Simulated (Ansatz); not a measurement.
# SiPtPb3: the cost of one run

Computed with Ansatz 0.2.0 (DFT PBE, scalar-relativistic, plane waves, PAW, unless a step's input says otherwise).

1 further run of the same task is left out (it didn't finish).

**1. The system as given**

It takes space group Pm-3m (No. 221, cubic). Conventional cell: a = 4.881 Å, b = 4.881 Å, c = 4.881 Å, α = 90.00°, β = 90.00°, γ = 90.00°. Si (site symmetry m-3m) has 12 Pb at 3.45 Å in its first shell of neighbours. Around Pt (site symmetry m-3m) lie 6 Pb at 2.44 Å. Pb (site symmetry 4/mmm) is surrounded by 2 Pt at 2.44 Å and 4 Si at 3.45 Å and 8 Pb at 3.45 Å.

Coordinates:

```cif
data_structure
_symmetry_space_group_name_H-M 'Pm-3m'
_symmetry_Int_Tables_number 221
_cell_length_a 4.8806
_cell_length_b 4.8806
_cell_length_c 4.8806
_cell_angle_alpha 90.000
_cell_angle_beta 90.000
_cell_angle_gamma 90.000
_cell_volume 116.26
loop_
_atom_site_label
_atom_site_type_symbol
_atom_site_symmetry_multiplicity
_atom_site_Wyckoff_symbol
_atom_site_fract_x
_atom_site_fract_y
_atom_site_fract_z
_atom_site_occupancy
Si1 Si 1 a 0.00000 0.00000 0.00000 1
Pt1 Pt 1 b 0.50000 0.50000 0.50000 1
Pb1 Pb 3 c 0.00000 0.50000 0.50000 1
```

(A quick probe on a coarse mesh, which set the mesh and smearing, is not shown.)

**3. Rough relaxation on the coarse mesh**

input.yaml reads:

```yaml
crystal:
  lattice:
    - [4.880601037, 0.0, 0.0]
    - [0.0, 4.880601037, 0.0]
    - [0.0, 0.0, 4.880601037]
  atoms:
    - { symbol: Si, position: [0.0, 0.0, 0.0] }
    - { symbol: Pt, position: [0.5, 0.5, 0.5] }
    - { symbol: Pb, position: [0.0, 0.5, 0.5] }
    - { symbol: Pb, position: [0.5, 0.0, 0.5] }
    - { symbol: Pb, position: [0.5, 0.5, 0.0] }
basis:
  ecutwfc: 420
kpoints:
  mp_grid: { grid: [4, 4, 4] }
hamiltonian:
  xc: pbe
scf:
  occupations: { method: gaussian, width: 0.1 }
  lower_state_search: "off"
output:
  forces: true
  stress: true
  eigenvalues: true
relax:
  adjacent_minimum: "off"
  f_tol: 0.04
  max_steps: 70
  cell: { stress_tol: 0.4 }
```

Launch:

```sh
$ ansatz run input.yaml --threads 1 --pin off --max-ram 2560MiB --backend cpu --events-out ev --progress --plain --runs-dir out
```

What time and memory should one allow on 1 thread of Arm Neoverse V2, shared host?

About 25 s, with a peak of 0.41 GiB.
